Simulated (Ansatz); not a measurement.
# CH3B: the cost of one run

Method: PBE0-D4/def2-TZVP structures, single points in def2-TZVPP, no counterpoise correction; program: Ansatz 0.2.0, Gaussian basis.

Levels: SPW92, PBE-D4, BLYP-D4, r2SCAN-D4, B97M-V, PBE0-D4, B3LYP-D4, r2SCAN0-D4, BHLYP-D4, CAM-B3LYP-D4, wB97X-V, wB97M-V, B2PLYP, PBE-QIDH, RPA on PBE, Hartree-Fock, MP2, CCSD, CCSD(T).

Correlated methods freeze the cores. Filled d shells of the heavier atoms are correlated. B3LYP uses VWN-RPA correlation. B2PLYP carries no dispersion term here.

57 further runs of the same task are left out: 1 that didn't finish, 56 set aside as unsound or not needed.

### Step 1. The system as given

The complex: 7 atoms, charge 0, spin multiplicity 1.

Atoms are counted from 1 here; the program's logs count them from 0.

Bond lengths: B1–C3 1.378 Å, B1–H5 1.174 Å, Br2–H4 1.454 Å, C3–H6 1.087 Å, C3–H7 1.087 Å. Angles: C3–B1–H5 178.5°, B1–C3–H6 122.4°, B1–C3–H7 122.5°, H6–C3–H7 115.0°.

Geometry (Å):

```xyz
7
charge 0, multiplicity 1
B    -0.60653   -0.47236    1.02443
Br    2.57998    0.77484   -0.81713
C    -0.85190   -0.06785   -0.26953
H     1.23219    0.38560   -0.43614
H    -0.36805   -0.81018    2.12344
H    -1.15388    0.94669   -0.51541
H    -0.83181   -0.75674   -1.10977
```

Its parts: CH3B holds atoms 1, 3, 5, 6, 7; HBr holds atoms 2, 4. Each part counts its atoms afresh in its own runs.

### Step 2. Relaxing CH3B alone

Contents of relax-a/in.yaml:

```yaml
crystal:
  periodic: [false, false, false]
  atoms:
    - {symbol: B, position_ang: [-0.606531, -0.472358, 1.024429]}
    - {symbol: C, position_ang: [-0.851897, -0.067854, -0.269530]}
    - {symbol: H, position_ang: [-0.368049, -0.810181, 2.123444]}
    - {symbol: H, position_ang: [-1.153883, 0.946688, -0.515409]}
    - {symbol: H, position_ang: [-0.831806, -0.756738, -1.109771]}
basis:
  gaussian: {orbitals: def2-TZVP}
hamiltonian: {xc: pbe0, dispersion: d4}
relax: {f_tol: 0.005, max_steps: 200}
```

Run with:

```
$ ansatz run in.yaml --threads 2 --pin off --events-out ev --progress --plain --max-ram 4352MiB
```

**Question.** How long does this run take on 2 threads of Intel Xeon 6975P-C, shared host?

About 3 s.
